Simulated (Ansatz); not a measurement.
**C₂H₂BF: a ladder of functionals and wavefunction methods**

Aim: compute C₂H₂BF with functionals from several rungs and with coupled cluster. The yardstick is the atomisation energy at the CCSD(T) limit.

Computed with Ansatz 0.2.0, Gaussian basis. Level: functionals in def2-TZVPP, the program's frozen cores in correlated methods.

The runs, in order: LDA (SPW92), PBE-D4, revPBE-D4, BLYP-D4, r2SCAN-D4, B97M-V, PBE0-D4, B3LYP-D4, r2SCANh-D4, r2SCAN0-D4, HSE06-D4, BHLYP-D4, CAM-B3LYP-D4, LC-ωPBE, ωB97X-V, ωB97M-V, B2PLYP, PBE-QIDH; CCSD(T)/def2-SVP; CCSD(T)/def2-TZVPP; MP2/def2-QZVPP; extrapolation to the limit; RPA on PBE.

## (1) The geometry

All runs share one geometry, relaxed beforehand with PBE0-D4 in a triple-zeta def2 set.

SMILES `FB1C=C1`, 6 atoms, charge 0, spin multiplicity 1.

Atoms are counted from 1 here; the program's logs count them from 0.

Bond lengths: F1–B2 1.317 Å, B2–C3 1.463 Å, B2–C4 1.463 Å, C3–C4 1.359 Å, C3–H5 1.082 Å, C4–H6 1.082 Å. Angles: F1–B2–C3 152.3°, F1–B2–C4 152.3°, C3–B2–C4 55.3°, B2–C3–C4 62.3°, B2–C3–H5 161.1°, C4–C3–H5 136.6°, B2–C4–C3 62.3°, B2–C4–H6 161.1°, C3–C4–H6 136.6°.

## (2) LDA

This LDA is Slater exchange with PW92 correlation.

Input file in.yaml:

```yaml
crystal:
  periodic: [false, false, false]
  atoms:
    - {symbol: F, position_ang: [-1.087755, -1.869391, 0.468079]}
    - {symbol: B, position_ang: [-0.435286, -0.761650, 0.184532]}
    - {symbol: C, position_ang: [0.788832, 0.035004, 0.096445]}
    - {symbol: C, position_ang: [-0.374904, 0.622612, -0.285636]}
    - {symbol: H, position_ang: [1.831033, 0.320806, 0.157376]}
    - {symbol: H, position_ang: [-0.679819, 1.588619, -0.666996]}
basis:
  gaussian: {orbitals: def2-TZVPP}
hamiltonian: {xc: lda}
output: {orbitals: {seedname: orbitals}}
```

The run is started by

```sh
$ ansatz run in.yaml --threads 2 --pin off --events-out ev --progress --plain --max-ram 4352MiB
```

Further steps of the session: PBE-D4 (GGA); revPBE-D4 (GGA); BLYP-D4 (GGA); r2SCAN-D4 (meta-GGA); B97M-V (meta-GGA); B3LYP-D4 (hybrid); r2SCANh-D4 (hybrid); r2SCAN0-D4 (hybrid); HSE06-D4 (hybrid); BHLYP-D4 (hybrid); CAM-B3LYP-D4 (range-separated); LC-ωPBE (range-separated); ωB97X-V (range-separated); ωB97M-V (range-separated); B2PLYP (double hybrid); PBE-QIDH (double hybrid); CCSD(T) in def2-SVP; CCSD(T) in def2-TZVPP; MP2 in def2-QZVPP; RPA on PBE orbitals.

**Question.** What will the summary of the whole plan be? Wanted: atomisation energy, CCSD(T)/CBS; farthest beyond LDA; mean size of error, GGA; mean size of error, meta-GGA; mean size of error, hybrid; mean size of error, range-separated; mean size of error, double hybrid; gap, smallest and largest; T1 diagnostic.

As calculated:

| quantity | value |
| --- | --- |
| atomisation energy, CCSD(T)/CBS | 643.9 kcal/mol |
| functionals within 3.2 kcal/mol (0.5 %) | r2SCAN0-D4, B2PLYP |
| farthest beyond LDA | PBE-D4 (+29.2 kcal/mol) |
| mean size of error, GGA | 14.8 kcal/mol |
| mean size of error, meta-GGA | 11.4 kcal/mol |
| mean size of error, hybrid | 9.6 kcal/mol |
| mean size of error, range-separated | 8.1 kcal/mol |
| mean size of error, double hybrid | 4.1 kcal/mol |
| gap, smallest and largest | 4.80 eV (LDA (SPW92)), 12.66 eV (LC-ωPBE) |
| T1 diagnostic | 0.0119 |
| triples share of the correlation energy | 4.0 % |

**Reading.** The LDA atomisation energy is off by 108.6 kcal/mol (17 %): it overbinds. PBE-D4 is off by +29.2 kcal/mol. Double hybrids carry the basis error of their MP2 part in triple zeta, and no dispersion term here, so their miss is partly the set-up's. Taken by rung, double hybrid functionals do best (4.1 kcal/mol on average) and GGA ones worst beyond LDA (14.8 kcal/mol). The reference freezes the cores and leaves out relativity and excitations past (T), so misses under about 3.2 kcal/mol can't be ranked. Hartree-Fock recovers 75 % of the binding; the rest is correlation. CCSD(T) in def2-SVP is off by -21.3 kcal/mol, so the small basis spoils what the method gains. Orbital gaps span 4.8 to 12.7 eV; exact exchange widens them.
